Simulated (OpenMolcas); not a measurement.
**Cr⁴⁺ among point charges: CASSCF and CASPT2 levels and susceptibility**

How does a field of 8 point charges split the states of Cr⁴⁺, and what χT follows?

The numbers are computed with OpenMolcas 26.06 (state-averaged CASSCF and CASPT2, spin-orbit coupling by RASSI with atomic mean-field integrals), except any that are marked as measured or tabulated.

## (1) The atom as given

```
Species                           : Cr⁴⁺ (chromium, Z = 24, 20 electrons)
Basis                             : ANO-RCC-VDZP [5s4p2d1f], 34 functions
Scalar Hamiltonian                : DKH2, point nucleus
Inactive shells                   : 1s 2s 2p 3s 3p
Active space                      : 2 electrons in 5 orbitals (3d)
Some configurations of this space : 3d²
Orbitals                          : optimised for each spin and parity, averaged over all roots
```

The outer shells:

3d2
```
3d [↑ ][↑ ][  ][  ][  ]
```

The ion sits among 8 point charges of -1.5 e arranged as a cube (Oh), 1.7 Å from the ion.

The work runs as a chain of OpenMolcas steps in one folder; each step below is one input file. Labels, J, g values, rates, χT and fits are worked out afterwards by a script from the matrices that RASSI stores. The input lists half of the charges; inversion (Group=XYZ) makes the rest.

## (2) One- and two-electron integrals

Contents of a.inp:

```
&GATEWAY
Coord
1

Cr 0.0 0.0 0.0
Basis=ANO-RCC-VDZP
Group=XYZ
NoMove
AngMom=0.0 0.0 0.0
AMFI
XField
4 Angstrom 0
0.981495 0.981495 0.981495 -1.500000
0.981495 0.981495 -0.981495 -1.500000
0.981495 -0.981495 0.981495 -1.500000
0.981495 -0.981495 -0.981495 -1.500000
&SEWARD
```

Command:

```sh
> OMP_NUM_THREADS=1 MOLCAS_MEM=1689 MOLCAS_PROJECT=a pymolcas a.inp > a.log
```

## (3) Reference wave functions, triplets of even parity, 10 roots

Contents of a.inp:

```
&RASSCF
FileOrb=start.orb
Symmetry=1
Spin=3
nActEl=2 0 0
Inactive=3 6
Ras2=5 0
CIRoot=10 10 1
SDav=10
CIMx=300
Iter=120 100
PrWF=0.3
OrbListing=Nothing
MaxOrb=0
>>> COPY $Project.JobIph JOB001
```

start.orb holds the contracted functions of the basis, ordered by shell, or the orbitals of the step before.

## (4) CASSCF: singlets of even parity, 15 roots

Contents of a.inp:

```
&RASSCF
FileOrb=start.orb
Symmetry=1
Spin=1
nActEl=2 0 0
Inactive=3 6
Ras2=5 0
CIRoot=15 15 1
SDav=15
CIMx=300
Iter=120 100
PrWF=0.3
OrbListing=Nothing
MaxOrb=0
>>> COPY $Project.JobIph JOB002
```

## (5) RASSI: spin-orbit coupling between the states

Contents of a.inp:

```
&RASSI
NrOfJobIphs=2 10 15
1 2 3 4 5 6 7 8 9 10
1 2 3 4 5 6 7 8 9 10 11 12 13 14 15
IphNames
JOB001
JOB002
EJob
SpinOrbit
DIPRint=1.0
SOCoupling=1000.0
Subsets=2
Property=9
'ANGMOM' 1 'ANGMOM' 2 'ANGMOM' 3 'MLTPL  1' 1 'MLTPL  1' 2 'MLTPL  1' 3
'AMFI' 1 'AMFI' 2 'AMFI' 3
SOProperty=3
'ANGMOM' 1 'ANGMOM' 2 'ANGMOM' 3
```

## (6) CASPT2: IPEA 0.25, imaginary shift 0.1 (closed shells correlated: 3s 3p)

Contents of a.inp:

```
>>> COPY JOB001 $Project.JobIph
&CASPT2
Multistate=10 1 2 3 4 5 6 7 8 9 10
NoMult
Frozen=2 3
IPEA=0.25
Imaginary=0.1
MaxIter=60
WThr=0.0 0.3 0.05
PrWF=0.5
NoMix
>>> COPY JOB002 $Project.JobIph
&CASPT2
Multistate=15 1 2 3 4 5 6 7 8 9 10 11 12 13 14 15
NoMult
Frozen=2 3
IPEA=0.25
Imaginary=0.1
MaxIter=60
WThr=0.0 0.3 0.05
PrWF=0.5
NoMix
```

(Steps that only read results are left out.)

What does the calculation give? Wanted: spin-free ground state; first state of the same spin within the active space; lowest level; next level.

The runs gave:

| quantity | value |
| --- | --- |
| method | SS-CASPT2, IPEA 0.25, imaginary shift 0.1 (closed shells correlated: 3s 3p) |
| spin-free ground state | 3A2, 1-fold in its orbital part |
| first state of the same spin within the active space | 3T2 at 4870 cm⁻¹ |
| lowest level | 3-fold T2 |
| next level | 4752.3 cm⁻¹ |
| χT at 300 K | 0.86 cm³ K/mol |
| effective moment at 300 K | 2.63 μB |

Cost by method:

```
                                              method  time of its own steps  time with the reference
                                           A. CASSCF                  4.1 s                    4.1 s
B. SS-CASPT2, IPEA 0.25, imaginary shift 0.1, +3s 3p                  1.3 s                    5.4 s
```

Times are of one thread on a shared host.

What this shows: The spin-free ground state (3A2) comes to 100 % from free-ion F terms and keeps the highest spin of the shell. χT at 300 K is 0.86, against 1.00 cm³ K/mol for the spin alone, so spin-orbit coupling lowers it. CASPT2 does not keep the components of a term degenerate, and the means are used. The field of point charges can differ much from that of real complexes. Point charges carry no covalency, so the field is a model and not that of real ligands.
